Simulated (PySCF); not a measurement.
# C₉H₁₀O: circular dichroism and optical rotation, excited states, first hyperpolarisability

Wanted: circular dichroism and optical rotation, excited states, first hyperpolarisability for C₉H₁₀O (`O=CC1=CC2(C=C1)CCC2`).

Programs: PySCF 2.14.0, with routines of our own; each step states its level. All values are computed. Atoms count from 0.

### Step 1. The starting structure

20 atoms, charge 0, multiplicity 1; geometry from: GFN2-xTB.

### Step 2. Relaxing the molecule at PBE0-D3(BJ)/def2-SVP

Job settings and geometry (Å):

```
{"job": {"xc": "PBE0", "basis": "def2-SVP", "d3": "d3bj", "grid": 2, "kind": "geom"}, "charge": 0, "multiplicity": 1}
O      3.496135    -1.266503    -1.561893
C      3.224932    -0.316353    -0.868712
C      1.884938     0.066852    -0.448862
C      0.732493    -0.580699    -0.741388
C     -0.416458     0.131192    -0.123816
C      0.244225     1.278826     0.565671
C      1.565990     1.230053     0.372990
C     -1.384695    -0.763919     0.697906
C     -2.422932    -0.687061    -0.426710
C     -1.599732     0.424002    -1.087424
H      4.021607     0.356135    -0.489023
H      0.636101    -1.474644    -1.329003
H     -0.307184     2.009915     1.128283
H      2.304581     1.916814     0.745344
H     -1.705121    -0.270169     1.612338
H     -0.999125    -1.751290     0.938975
H     -2.469230    -1.594651    -1.024069
H     -3.431075    -0.413185    -0.123961
H     -2.011587     1.417456    -0.926650
H     -1.369012     0.297909    -2.142121
```

Command:

```bash
$ OMP_NUM_THREADS=1 python excited_run.py task.json out
```

The driver reads the jobs from task.json and runs them one after another.

The log of the run:

```text
step   0  E = -423.34404841  max force = 0.010712
step   1  E = -423.34656556  max force = 0.001994
step   2  E = -423.34666126  max force = 0.000713
step   3  E = -423.34685037  max force = 0.002691
step   4  E = -423.34703032  max force = 0.005059
step   5  E = -423.34711586  max force = 0.004334
step   6  E = -423.34728490  max force = 0.002358
step   7  E = -423.34733603  max force = 0.001798
step   8  E = -423.34736218  max force = 0.000601
step   9  E = -423.34736809  max force = 0.000218
optimisation converged
```

Wall time 4.3 min (1 thread of Intel Xeon Platinum 8375C at 2.90GHz, shared host); peak memory 0.92 GiB.

The steps of the relaxation:

```tsv
step	energy from step 0 (eV)	largest force component (eV/Å)
0	0.0000	0.5508
1	-0.0685	0.1025
2	-0.0711	0.0367
3	-0.0762	0.1384
4	-0.0811	0.2601
5	-0.0835	0.2229
6	-0.0881	0.1213
7	-0.0895	0.0925
8	-0.0902	0.0309
9	-0.0903	0.0112
```

Distances of close pairs at the start and the end, largest changes first:

```tsv
bond	before (Å)	after (Å)	change (Å)
C3–H11	1.074	1.091	+0.017
C6–H13	1.075	1.092	+0.017
C5–H12	1.075	1.091	+0.017
C1–C2	1.456	1.471	+0.016
C8–H16	1.088	1.100	+0.013
C9–H18	1.087	1.100	+0.013
C7–H14	1.087	1.100	+0.012
C9–H19	1.087	1.099	+0.012
```

The final coordinates are the input of the step that follows.

```tsv
at the end point	value
point group (found at 0.08 Å tolerance)	Cs
rotational constants (GHz, main isotopes)	2.845, 0.884, 0.753
dipole moment (D)	3.50
```

### Step 3. Circular dichroism and optical rotation: TDDFT CAM-B3LYP/aug-cc-pVDZ

Job settings and geometry (Å):

```
{"job": {"kind": "ecd", "xc": "CAM-B3LYP", "basis": "aug-cc-pVDZ", "nstates": 12}, "charge": 0, "multiplicity": 1}
O      3.407288    -1.428023    -1.577303
C      3.227882    -0.443589    -0.901544
C      1.911401     0.019955    -0.436167
C      0.729929    -0.589927    -0.703955
C     -0.382578     0.173042    -0.063488
C      0.325635     1.304782     0.609325
C      1.651480     1.209093     0.388783
C     -1.373648    -0.731104     0.739576
C     -2.274005    -0.813451    -0.502380
C     -1.580224     0.451728    -1.029405
H      4.092146     0.193811    -0.579541
H      0.612258    -1.498643    -1.296503
H     -0.188301     2.076480     1.185010
H      2.423247     1.890473     0.752558
H     -1.843565    -0.145570     1.543499
H     -0.963690    -1.656956     1.167438
H     -2.043410    -1.695204    -1.118696
H     -3.362103    -0.774495    -0.349404
H     -2.107335     1.364330    -0.714297
H     -1.345614     0.528926    -2.100537
```

With the program's defaults for keys left out, this is: TDDFT CAM-B3LYP/aug-cc-pVDZ circular dichroism and optical rotation, one conformer, gas phase.

The log of the run:

```text
coarse grid: 17064 points
cycle   1  E = -423.7644417637  dE =  2.048e+00  |g| = 8.082e-01  |ddm| = 3.694e+01
cycle   2  E = -423.5223846965  dE =  2.421e-01  |g| = 1.424e+00  |ddm| = 7.845e+00
cycle   3  E = -423.9092439058  dE = -3.869e-01  |g| = 8.963e-02  |ddm| = 4.830e+00
cycle   4  E = -423.9108807032  dE = -1.637e-03  |g| = 5.552e-02  |ddm| = 7.442e-01
cycle   5  E = -423.9116638568  dE = -7.832e-04  |g| = 1.149e-02  |ddm| = 3.987e-01
cycle   6  E = -423.9116937537  dE = -2.990e-05  |g| = 5.657e-03  |ddm| = 8.770e-02
cycle   7  E = -423.9117038531  dE = -1.010e-05  |g| = 1.925e-03  |ddm| = 3.463e-02
cycle   8  E = -423.9117051449  dE = -1.292e-06  |g| = 6.886e-04  |ddm| = 1.545e-02
final grid: 165800 points
cycle   9  E = -423.9417108238  dE = -2.920e-05  |g| = 3.522e-03  |ddm| = 6.170e-01
cycle  10  E = -423.9417116326  dE = -8.089e-07  |g| = 3.229e-03  |ddm| = 7.009e-02
cycle  11  E = -423.9417142846  dE = -2.652e-06  |g| = 5.571e-04  |ddm| = 1.936e-02
cycle  12  E = -423.9417143429  dE = -5.830e-08  |g| = 2.516e-04  |ddm| = 3.373e-03
cycle  13  E = -423.9417143553  dE = -1.240e-08  |g| = 7.381e-05  |ddm| = 1.729e-03
cycle  14  E = -423.9417143567  dE = -1.404e-09  |g| = 2.554e-05  |ddm| = 4.605e-04
cycle  15  E = -423.9417143569  dE = -1.900e-10  |g| = 1.225e-05  |ddm| = 1.736e-04
converged SCF energy = -423.9417143569

Singlet excitations and rotatory strengths (1e-40 esu^2 cm^2)
state   eV       nm     f(len)   f(vel)    R(len)    R(vel)   main configurations
  1   3.6679   338.0  0.00044  0.00051     0.043     0.043   H-1->L 0.83, H-1->L+4 0.08
  2   4.1305   300.2  0.02616  0.02562     0.048     0.047   H->L 0.98
  3   5.7510   215.6  0.03008  0.02954     0.051     0.050   H-2->L 0.53, H->L+4 0.23, H->L+7 0.20
  4   5.9299   209.1  0.00646  0.00631     0.336     0.331   H->L+1 0.63, H->L+2 0.24
  5   6.0343   205.5  0.52485  0.51266    -0.647    -0.638   H-2->L 0.42, H->L+4 0.34, H->L+7 0.16
  6   6.2524   198.3  0.00157  0.00152     0.297     0.292   H-3->L 0.50, H-1->L+7 0.14, H-1->L+4 0.13
  7   6.4320   192.8  0.00736  0.00721    -0.050    -0.050   H->L+2 0.49, H->L+3 0.18, H->L+5 0.10
  8   6.4841   191.2  0.00027  0.00027     0.029     0.028   H-4->L 0.57, H-3->L 0.19
  9   6.4908   191.0  0.00071  0.00069    -0.020    -0.019   H->L+3 0.62, H->L+1 0.13, H->L+2 0.11
 10   6.6819   185.6  0.00352  0.00352     0.035     0.037   H-3->L 0.22, H-1->L+4 0.20, H-1->L+7 0.18
 11   6.7641   183.3  0.04316  0.04203    -0.032    -0.031   H->L+7 0.49, H->L+4 0.29, H->L+12 0.12
 12   6.8467   181.1  0.01256  0.01252    -0.021    -0.020   H-1->L+3 0.30, H-1->L+2 0.18, H-1->L+1 0.17

Specific rotation (deg / (dm g/mL))
    nm     length   length(OI)   velocity    alpha(len)  alpha(vel)
  633.0       1.57       1.57       1.55      110.770    108.886
  589.3       1.94       1.94       1.92      111.410    109.514
  546.0       2.48       2.48       2.46      112.228    110.318
  436.0       6.13       6.13       6.05      115.904    113.929
  405.0       9.27       9.28       9.14      117.786    115.778
```

Wall time 3.3 min (1 thread of Intel Xeon Platinum 8375C at 2.90GHz, shared host); peak memory 1.5 GiB.

Warnings kept with the result: wavelengths within 0.3 eV of the first excitation or beyond it are left out.

### Step 4. Excited states: TDA wB97X-D/aug-cc-pVDZ

The job, as its differences from that of step 3:

```diff
@@ -1,2 +1,2 @@
-{"job": {"kind": "ecd", "xc": "CAM-B3LYP", "basis": "aug-cc-pVDZ", "nstates": 12}, "charge": 0, "multiplicity": 1}
+{"job": {"kind": "states", "xc": "wB97X-D", "basis": "aug-cc-pVDZ", "tda": true, "soc": true, "nstates": 6, "ntriplets": 5, "nquad": 4}, "charge": 0, "multiplicity": 1}
 O      3.407288    -1.428023    -1.577303
```

Level: TDA wB97X-D/aug-cc-pVDZ excited states, vertical, gas phase, spin-orbit mean-field couplings.

The log of the run:

```text
coarse grid: 17064 points
cycle   1  E = -423.8647380582  dE =  2.157e+00  |g| = 8.133e-01  |ddm| = 2.993e+01
cycle   2  E = -423.6901183856  dE =  1.746e-01  |g| = 1.314e+00  |ddm| = 6.250e+00
cycle   3  E = -424.0125789565  dE = -3.225e-01  |g| = 7.056e-02  |ddm| = 3.298e+00
cycle   4  E = -424.0137279269  dE = -1.149e-03  |g| = 4.661e-02  |ddm| = 5.483e-01
cycle   5  E = -424.0142929475  dE = -5.650e-04  |g| = 1.167e-02  |ddm| = 3.177e-01
cycle   6  E = -424.0143323113  dE = -3.936e-05  |g| = 5.114e-03  |ddm| = 9.858e-02
cycle   7  E = -424.0143433556  dE = -1.104e-05  |g| = 1.819e-03  |ddm| = 4.021e-02
cycle   8  E = -424.0143451343  dE = -1.779e-06  |g| = 6.359e-04  |ddm| = 1.942e-02
final grid: 165800 points
cycle   9  E = -424.0287630748  dE = -2.128e-04  |g| = 4.966e-03  |ddm| = 1.860e+00
cycle  10  E = -424.0287682603  dE = -5.185e-06  |g| = 3.790e-03  |ddm| = 2.232e-01
cycle  11  E = -424.0287716114  dE = -3.351e-06  |g| = 8.990e-04  |ddm| = 2.951e-02
cycle  12  E = -424.0287717866  dE = -1.752e-07  |g| = 6.143e-04  |ddm| = 2.135e-02
cycle  13  E = -424.0287718777  dE = -9.106e-08  |g| = 1.165e-04  |ddm| = 4.272e-03
cycle  14  E = -424.0287718821  dE = -4.428e-09  |g| = 5.157e-05  |ddm| = 9.702e-04
cycle  15  E = -424.0287718836  dE = -1.450e-09  |g| = 2.610e-05  |ddm| = 5.755e-04
cycle  16  E = -424.0287718839  dE = -3.033e-10  |g| = 6.755e-06  |ddm| = 2.264e-04
converged SCF energy = -424.0287718839

Singlet excitations
state   eV       nm        f     d(h-e)  d(exc)  Lambda  PR(NTO)  |dmu|/D   mu/D   main configurations
  1   3.6964   335.4   0.00045   0.957   2.480   0.416   1.006    2.786    1.320   H-1->L 0.83
  2   4.4413   279.2   0.03610   1.141   3.039   0.706   1.055    3.143    6.740   H->L 0.95
  3   5.8284   212.7   0.05315   0.446   3.269   0.553   1.944    1.595    5.073   H-2->L 0.56, H->L+7 0.22, H->L+4 0.15
  4   6.1363   202.1   0.00727   1.459   4.444   0.144   1.025    7.035    5.705   H->L+1 0.54, H->L+2 0.23
  5   6.2867   197.2   0.01531   0.638   3.386   0.342   1.551                     H-3->L 0.47, H-1->L+7 0.17, H-1->L+4 0.10
  6   6.2910   197.1   0.60930   0.893   3.207   0.482   2.036                     H-2->L 0.34, H->L+4 0.29, H->L+7 0.20

Triplet excitations (Tamm-Dancoff)
state   eV     d(h-e)  d(exc)  Lambda  PR(NTO)   main configurations
  1   2.5806   0.388   2.598   0.695   1.061   H->L 0.89
  2   3.2131   0.865   2.383   0.408   1.007   H-1->L 0.79, H-1->L+7 0.08
  3   4.1826   0.268   2.439   0.522   1.816   H->L+7 0.39, H-2->L 0.27, H->L+4 0.14
  4   5.3600   1.197   3.242   0.579   1.714   H-2->L 0.62, H->L+7 0.17, H->L+4 0.09
  5   5.9488   0.909   3.238   0.357   1.335   H-3->L 0.53, H-1->L+7 0.10, H-4->L 0.08
S1 - T1 = 1.1158 eV

Spin-orbit couplings |<S|Hso|T>| (cm-1)
             T1       T2       T3       T4       T5
S0        0.355   46.253    0.230    0.106   25.710
S1       13.608    0.032   15.261    8.067    1.462
S2        0.075   10.262    0.012    0.416    2.014
S3        0.335    7.366    0.076    0.130    6.695
S4        0.787    0.024    0.730    0.471    0.088
S5        1.459    2.247    3.438    6.014    0.887
S6        0.207   14.476    0.499    0.882    1.367
T1 sublevels (cm-1): 0.000 0.000 0.014   radiative rates (1/s): 0.00352 0.00108 0.413
```

Run time: 2 min. Hardware: 1 thread of Intel Xeon Platinum 8375C at 2.90GHz, shared host; peak memory 1.3 GiB.

Key values:

```tsv
quantity	value
S1 less T1	1.12 eV
```

### Step 5. Excited states: TDDFT CAM-B3LYP/aug-cc-pVDZ

The job, as its differences from that of step 4:

```diff
@@ -1,2 +1,2 @@
-{"job": {"kind": "states", "xc": "wB97X-D", "basis": "aug-cc-pVDZ", "tda": true, "soc": true, "nstates": 6, "ntriplets": 5, "nquad": 4}, "charge": 0, "multiplicity": 1}
+{"job": {"kind": "states", "xc": "CAM-B3LYP", "basis": "aug-cc-pVDZ", "tpa": true, "nstates": 8, "nquad": 6, "ntriplets": 0}, "charge": 0, "multiplicity": 1}
 O      3.407288    -1.428023    -1.577303
```

With the program's defaults for keys left out, this is: TDDFT CAM-B3LYP/aug-cc-pVDZ excited states, vertical, gas phase, two-photon moments by quadratic response.

The log of the run:

```text
coarse grid: 17064 points
cycle   1  E = -423.7644417637  dE =  2.048e+00  |g| = 8.082e-01  |ddm| = 3.694e+01
cycle   2  E = -423.5223846965  dE =  2.421e-01  |g| = 1.424e+00  |ddm| = 7.845e+00
cycle   3  E = -423.9092439057  dE = -3.869e-01  |g| = 8.963e-02  |ddm| = 4.830e+00
cycle   4  E = -423.9108807032  dE = -1.637e-03  |g| = 5.552e-02  |ddm| = 7.442e-01
cycle   5  E = -423.9116638568  dE = -7.832e-04  |g| = 1.149e-02  |ddm| = 3.987e-01
cycle   6  E = -423.9116937537  dE = -2.990e-05  |g| = 5.657e-03  |ddm| = 8.770e-02
cycle   7  E = -423.9117038531  dE = -1.010e-05  |g| = 1.925e-03  |ddm| = 3.463e-02
cycle   8  E = -423.9117051449  dE = -1.292e-06  |g| = 6.886e-04  |ddm| = 1.545e-02
final grid: 165800 points
cycle   9  E = -423.9417108238  dE = -2.920e-05  |g| = 3.522e-03  |ddm| = 6.170e-01
cycle  10  E = -423.9417116326  dE = -8.089e-07  |g| = 3.229e-03  |ddm| = 7.009e-02
cycle  11  E = -423.9417142846  dE = -2.652e-06  |g| = 5.571e-04  |ddm| = 1.936e-02
cycle  12  E = -423.9417143429  dE = -5.830e-08  |g| = 2.516e-04  |ddm| = 3.373e-03
cycle  13  E = -423.9417143553  dE = -1.240e-08  |g| = 7.381e-05  |ddm| = 1.729e-03
cycle  14  E = -423.9417143567  dE = -1.405e-09  |g| = 2.554e-05  |ddm| = 4.605e-04
cycle  15  E = -423.9417143569  dE = -1.911e-10  |g| = 1.225e-05  |ddm| = 1.736e-04
converged SCF energy = -423.9417143569

Singlet excitations
state   eV       nm        f     d(h-e)  d(exc)  Lambda  PR(NTO)  |dmu|/D   mu/D   delta(TPA)   sigma/GM   main configurations
  1   3.6679   338.0   0.00044   0.947   2.486   0.415   1.008    2.748    1.365        0.27      0.001   H-1->L 0.83, H-1->L+4 0.08
  2   4.1307   300.2   0.02617   1.002   3.023   0.699   1.088    2.664    6.256       48.73      0.305   H->L 0.98
  3   5.7512   215.6   0.03002   0.581   3.335   0.550   2.030    1.917    5.478       66.39      0.804   H-2->L 0.53, H->L+4 0.23, H->L+7 0.20
  4   5.9299   209.1   0.00646   1.474   4.481   0.164   1.017    6.884    5.170       85.21      1.098   H->L+1 0.63, H->L+2 0.24
  5   6.0346   205.5   0.52503   0.820   3.179   0.503   2.136    2.334    5.919      382.18      5.099   H-2->L 0.42, H->L+4 0.34, H->L+7 0.16
  6   6.2526   198.3   0.00157   0.669   3.452   0.343   1.515    2.029    4.455        5.69      0.081   H-3->L 0.50, H-1->L+7 0.14, H-1->L+4 0.13
  7   6.4320   192.8   0.00736   1.652   4.989   0.163   1.081                                            H->L+2 0.49, H->L+3 0.18, H->L+5 0.10
  8   6.4841   191.2   0.00027   1.177   3.368   0.373   1.164                                            H-4->L 0.57, H-3->L 0.19
```

Wall time 2.4 min (1 thread of Intel Xeon Platinum 8375C at 2.90GHz, shared host); peak memory 1.5 GiB.

### Step 6. First hyperpolarisability: quadratic response CAM-B3LYP/aug-cc-pVDZ

The job, as its differences from that of step 5:

```diff
@@ -1,2 +1,2 @@
-{"job": {"kind": "states", "xc": "CAM-B3LYP", "basis": "aug-cc-pVDZ", "tpa": true, "nstates": 8, "nquad": 6, "ntriplets": 0}, "charge": 0, "multiplicity": 1}
+{"job": {"kind": "beta", "xc": "CAM-B3LYP", "basis": "aug-cc-pVDZ"}, "charge": 0, "multiplicity": 1}
 O      3.407288    -1.428023    -1.577303
```

Method: quadratic response CAM-B3LYP/aug-cc-pVDZ first hyperpolarisability, Taylor convention, gas phase.

The log of the run:

```text
coarse grid: 17064 points
cycle   1  E = -423.7644417637  dE =  2.048e+00  |g| = 8.082e-01  |ddm| = 3.694e+01
cycle   2  E = -423.5223846965  dE =  2.421e-01  |g| = 1.424e+00  |ddm| = 7.845e+00
cycle   3  E = -423.9092439057  dE = -3.869e-01  |g| = 8.963e-02  |ddm| = 4.830e+00
cycle   4  E = -423.9108807032  dE = -1.637e-03  |g| = 5.552e-02  |ddm| = 7.442e-01
cycle   5  E = -423.9116638568  dE = -7.832e-04  |g| = 1.149e-02  |ddm| = 3.987e-01
cycle   6  E = -423.9116937537  dE = -2.990e-05  |g| = 5.657e-03  |ddm| = 8.770e-02
cycle   7  E = -423.9117038531  dE = -1.010e-05  |g| = 1.925e-03  |ddm| = 3.463e-02
cycle   8  E = -423.9117051449  dE = -1.292e-06  |g| = 6.886e-04  |ddm| = 1.545e-02
final grid: 165800 points
cycle   9  E = -423.9417108238  dE = -2.920e-05  |g| = 3.522e-03  |ddm| = 6.170e-01
cycle  10  E = -423.9417116326  dE = -8.089e-07  |g| = 3.229e-03  |ddm| = 7.009e-02
cycle  11  E = -423.9417142846  dE = -2.652e-06  |g| = 5.571e-04  |ddm| = 1.936e-02
cycle  12  E = -423.9417143429  dE = -5.830e-08  |g| = 2.516e-04  |ddm| = 3.373e-03
cycle  13  E = -423.9417143553  dE = -1.240e-08  |g| = 7.381e-05  |ddm| = 1.729e-03
cycle  14  E = -423.9417143567  dE = -1.405e-09  |g| = 2.554e-05  |ddm| = 4.605e-04
cycle  15  E = -423.9417143569  dE = -1.911e-10  |g| = 1.225e-05  |ddm| = 1.736e-04
converged SCF energy = -423.9417143569

Lowest singlets (eV, f): 3.6679 0.0004  4.1307 0.0262  5.7512 0.0300

First hyperpolarisability (au)
process     nm      |vector|   parallel      HRS      DR
static         -      363.41     117.36     157.69   4.331
shg       1907.0      394.45     131.61      171.4   4.305
eope      1907.0      373.30     121.88          -       -
shg       1064.0      481.18     172.42     209.99   4.221
eope      1064.0      396.80      132.7          -       -
```

It took 1.8 min on 1 thread of Intel Xeon Platinum 8375C at 2.90GHz, shared host; peak memory 1.4 GiB.

### Step 7. Circular dichroism and optical rotation: TDDFT CAM-B3LYP/aug-cc-pVDZ in dichloromethane

The job, as its differences from that of step 6:

```diff
@@ -1,2 +1,2 @@
-{"job": {"kind": "beta", "xc": "CAM-B3LYP", "basis": "aug-cc-pVDZ"}, "charge": 0, "multiplicity": 1}
+{"job": {"kind": "ecd", "xc": "CAM-B3LYP", "basis": "aug-cc-pVDZ", "nstates": 12, "solvent": "dichloromethane"}, "charge": 0, "multiplicity": 1}
 O      3.407288    -1.428023    -1.577303
```

Method: TDDFT CAM-B3LYP/aug-cc-pVDZ circular dichroism and optical rotation, one conformer, IEF-PCM dichloromethane (non-equilibrium linear response, no local-field factor).

The log of the run:

```text
coarse grid: 17064 points
cycle   1  E = -423.7869117018  dE =  2.026e+00  |g| = 7.823e-01  |ddm| = 3.698e+01
cycle   2  E = -423.6215361890  dE =  1.654e-01  |g| = 1.262e+00  |ddm| = 8.415e+00
cycle   3  E = -423.9187664164  dE = -2.972e-01  |g| = 7.610e-02  |ddm| = 4.979e+00
cycle   4  E = -423.9200209732  dE = -1.255e-03  |g| = 4.487e-02  |ddm| = 6.380e-01
cycle   5  E = -423.9205399044  dE = -5.189e-04  |g| = 7.098e-03  |ddm| = 3.552e-01
cycle   6  E = -423.9205556207  dE = -1.572e-05  |g| = 3.625e-03  |ddm| = 7.235e-02
cycle   7  E = -423.9205602199  dE = -4.599e-06  |g| = 1.417e-03  |ddm| = 2.584e-02
final grid: 165800 points
cycle   8  E = -423.9505282495  dE = -2.918e-05  |g| = 4.122e-03  |ddm| = 6.178e-01
cycle   9  E = -423.9505282253  dE =  2.422e-08  |g| = 4.404e-03  |ddm| = 7.643e-02
cycle  10  E = -423.9505330658  dE = -4.841e-06  |g| = 6.074e-04  |ddm| = 2.338e-02
cycle  11  E = -423.9505331530  dE = -8.718e-08  |g| = 2.396e-04  |ddm| = 4.397e-03
cycle  12  E = -423.9505331679  dE = -1.493e-08  |g| = 8.505e-05  |ddm| = 2.316e-03
cycle  13  E = -423.9505331703  dE = -2.369e-09  |g| = 3.898e-05  |ddm| = 5.667e-04
cycle  14  E = -423.9505331708  dE = -5.671e-10  |g| = 1.642e-05  |ddm| = 3.388e-04
converged SCF energy = -423.9505331708

Singlet excitations and rotatory strengths (1e-40 esu^2 cm^2)
state   eV       nm     f(len)   f(vel)    R(len)    R(vel)   main configurations
  1   3.8281   323.9  0.00059  0.00068     0.062     0.059   H-1->L 0.85
  2   4.0266   307.9  0.03699  0.03627     0.073     0.074   H->L 0.98
  3   5.6527   219.3  0.16053  0.15744    -0.002    -0.002   H-2->L 0.81, H->L+4 0.09
  4   5.8497   211.9  0.53365  0.52093     0.212     0.211   H->L+4 0.52, H->L+7 0.27, H-2->L 0.15
  5   5.9692   207.7  0.00702  0.00687    -0.410    -0.405   H->L+1 0.72, H->L+2 0.14
  6   6.1556   201.4  0.00403  0.00396     0.182     0.179   H-3->L 0.77
  7   6.3285   195.9  0.00045  0.00043    -0.014    -0.015   H-4->L 0.73, H-6->L 0.08
  8   6.4780   191.4  0.01552  0.01495    -0.065    -0.064   H->L+3 0.63, H->L+2 0.19
  9   6.6345   186.9  0.00018  0.00016    -0.006    -0.006   H->L+2 0.50, H->L+3 0.23, H->L+1 0.09
 10   6.7703   183.1  0.03876  0.03781    -0.073    -0.072   H->L+7 0.55, H->L+4 0.27, H->L+12 0.13
 11   6.8780   180.3  0.00228  0.00232     0.477     0.484   H-1->L+4 0.36, H-1->L+7 0.24, H-3->L 0.09
 12   6.9015   179.6  0.01025  0.01002     0.098     0.092   H-5->L 0.56, H-1->L+1 0.13, H-1->L+3 0.10

Specific rotation (deg / (dm g/mL))
    nm     length   length(OI)   velocity    alpha(len)  alpha(vel)
  633.0       2.77       2.77       2.77      126.671    124.464
  589.3       3.38       3.37       3.37      127.536    125.313
  546.0       4.23       4.23       4.23      128.649    126.406
  436.0       9.47       9.47       9.46      133.748    131.410
  405.0      13.47      13.48      13.44      136.438    134.050
  365.0      26.77      26.78      26.66      142.142    139.653
  355.0      34.80      34.83      34.64      144.397    141.871
```

It took 3.3 min on 1 thread of Intel Xeon Platinum 8375C at 2.90GHz, shared host; peak memory 1.6 GiB.

### Step 8. Summary of results

| quantity | value |
| --- | --- |
| point group | Cs |
| rotational constants (main isotopes) | 2.85, 0.88, 0.75 GHz |
| state of largest rotatory strength (velocity form) among 12 (step 3, TDDFT CAM-B3LYP/aug-cc-pVDZ) | 6.03 eV, R = -0.6 (velocity), -0.6 (length) ·10⁻⁴⁰ esu² cm² |
| specific rotation at 633.0 nm (step 3, TDDFT CAM-B3LYP/aug-cc-pVDZ) | 1.6 (velocity), 1.6 (length) |
| S1 less T1 (step 4, TDA wB97X-D/aug-cc-pVDZ) | 1.12 eV |
| β vector (step 6, quadratic response CAM-B3LYP/aug-cc-pVDZ) | static 363, SHG 1907.0 nm 394, SHG 1064.0 nm 481 au |
| state of largest rotatory strength (velocity form) among 12 (step 7, TDDFT CAM-B3LYP/aug-cc-pVDZ in dichloromethane) | 6.88 eV, R = +0.5 (velocity), +0.5 (length) ·10⁻⁴⁰ esu² cm² |
| specific rotation at 633.0 nm (step 7, TDDFT CAM-B3LYP/aug-cc-pVDZ in dichloromethane) | 2.8 (velocity), 2.8 (length) |

What this shows: Over 9 steps the energy fell by 0.090 eV; of the close pairs, C3–H11 changed most, 1.074 to 1.091 Å. No frequency check was run at this level, so the end point may be a saddle. The geometry is achiral, so these rotations and rotatory strengths are numerical residue. In step 4, the number of triplets below S1 is 2, and the largest singlet-triplet spin-orbit coupling is S0–T2, 46.25 cm⁻¹. β grows from 363 au (static) to 481 au for doubling at 1064.0 nm: normal dispersion, which grows as twice the photon energy moves toward the bright states.
